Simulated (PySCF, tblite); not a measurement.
**CH₅GeNO, a small gas-phase stand-in for a defect centre: NMR shifts, core binding energies and electronic excitations**

What NMR shifts, core binding energies and electronic excitations should one expect for `C[O][Ge][NH2]`? It is drawn as: twofold Ge.

Computed with tblite 0.8.0 and PySCF 2.14.0; each step states its level. No surroundings beyond the atoms listed, unless a continuum is named. Atoms count from 0, parts from 1.

## 1. The system as given

9 atoms, charge 0, multiplicity 1; geometry: distance geometry start.

## 2. Geometry optimisation with GFN2-xTB

Job settings and geometry (Å):

```
{"job": {"kind": "relax", "xc": "GFN2-xTB", "basis": "xTB"}, "charge": 0, "multiplicity": 1}
Ge     0.026364     0.168231     1.246410
N      0.944558    -0.742650     2.639685
O     -0.649899     0.923087    -0.328375
C     -0.203885     0.630608    -1.601161
H      1.940997    -0.661279     2.633369
H      0.562846    -1.676893     2.872583
H     -0.322440     1.484379    -2.230651
H      0.791138     0.358669    -1.569784
H     -0.775619    -0.155068    -1.998097
```

With the program's defaults for keys left out, this is: GFN2-xTB geometry optimisation, gas phase.

Run with:

```
> OMP_NUM_THREADS=1 python cluster_run.py task.json out
```

One launch serves the whole session: the jobs run in the order shown.

**Question.** The jobs that follow are: PBE0-D3(BJ)/def2-SVP geometry optimisation, gas phase; GIAO PBE0/pcSseg-2 NMR shielding, non-relativistic, gas phase; delta-SCF UKS SCAN, pcX-2 on the ionised atom, pcseg-1 elsewhere, spin-free X2C; TDDFT CAM-B3LYP/def2-SVPD, vertical, gas phase, core orbitals frozen in the response. Predict: point group; rotational constants (main isotopes); $^{13}$C shifts against TMS (PBE0/pcSseg-2); $^{1}$H shifts against TMS (PBE0/pcSseg-2, means over atoms taken as alike); $^{73}$Ge shifts against GeMe4 (PBE0/pcSseg-2); $^{15}$N shifts against NH3 (PBE0/pcSseg-2); $^{17}$O shifts against H2O (PBE0/pcSseg-2); potential on the surface of density 0.002 e/bohr³, 1st and 99th percentile; N1s binding energies, SCAN/pcX-2; O1s binding energies, SCAN/pcX-2; C1s binding energies, SCAN/pcX-2; lowest singlet (CAM-B3LYP/def2-SVPD); brightest single state of those computed; lowest triplet; vertical ionisation energy (ΔSCF); vertical electron affinity (ΔSCF).

As calculated:

```
                                                                   quantity                                             value
                                                                point group                                                Cs
                                       rotational constants (main isotopes)                              8.57, 3.77, 2.66 GHz
                                $^{13}$C shifts against TMS (PBE0/pcSseg-2)                                          52.6 ppm
$^{1}$H shifts against TMS (PBE0/pcSseg-2, means over atoms taken as alike)                        4.82, 4.32, 3.94, 3.69 ppm
                             $^{73}$Ge shifts against GeMe4 (PBE0/pcSseg-2)                                           204 ppm
                                $^{15}$N shifts against NH3 (PBE0/pcSseg-2)                                         131.6 ppm
                                $^{17}$O shifts against H2O (PBE0/pcSseg-2)                                         149.9 ppm
 potential on the surface of density 0.002 e/bohr³, 1st and 99th percentile                                -1.46 V and 1.76 V
                                           N1s binding energies, SCAN/pcX-2                                      N1 404.45 eV
                                           O1s binding energies, SCAN/pcX-2                                      O2 537.25 eV
                                           C1s binding energies, SCAN/pcX-2                                      C3 292.04 eV
                                       lowest singlet (CAM-B3LYP/def2-SVPD)                       5.34 eV (232 nm), f = 0.095
                                   brightest single state of those computed                       state 6, 7.07 eV, f = 0.285
                                                             lowest triplet                                           3.70 eV
                                          vertical ionisation energy (ΔSCF)                                           9.94 eV
                                          vertical electron affinity (ΔSCF)  -0.68 eV (unbound: the value hangs on the basis)
```

The start of the PBE0/def2-SVP relaxation was shaken at random by about 0.01 Å, so part of the energy gained, and of the first lengths quoted, undoes that. The optimisation took 10 steps and gained 0.136 eV; among the close pairs (by a distance rule), O2–C3 changed most, from 1.427 to 1.393 Å (PBE0/def2-SVP). No frequency check was run at this level, so the end point may be a saddle. Hydrogens of an XH3 group are listed apart at this fixed geometry; free rotation makes them one line at their mean. At PBE0/pcSseg-2: The largest span, 753 ppm, is at Ge0, where the paramagnetic term is -1624 ppm. By nearest atom (PBE0/pcSseg-2), the HOMO sits on Ge0 71 %; O2 10 % and the LUMO on Ge0 73 %; N1 10 %. The lowest singlet, at 5.34 eV, is HOMO→LUMO 0.98 and is bright; of the 6 states computed, the strongest absorption comes from state 6 at 7.07 eV (the last computed, so partners may be missing). The lowest triplet lies 1.65 eV below the lowest singlet (triplets in Tamm-Dancoff, singlets in full TDDFT). The orbital energy would give 8.74 eV for ionisation, ΔSCF gives 9.94 eV. In this run the hole sits in HOMO−1, not in the HOMO; of the holes tried it gave the lowest energy. Spin-orbit coupling is left out, which matters for shieldings and couplings at and beside the heavy atoms.
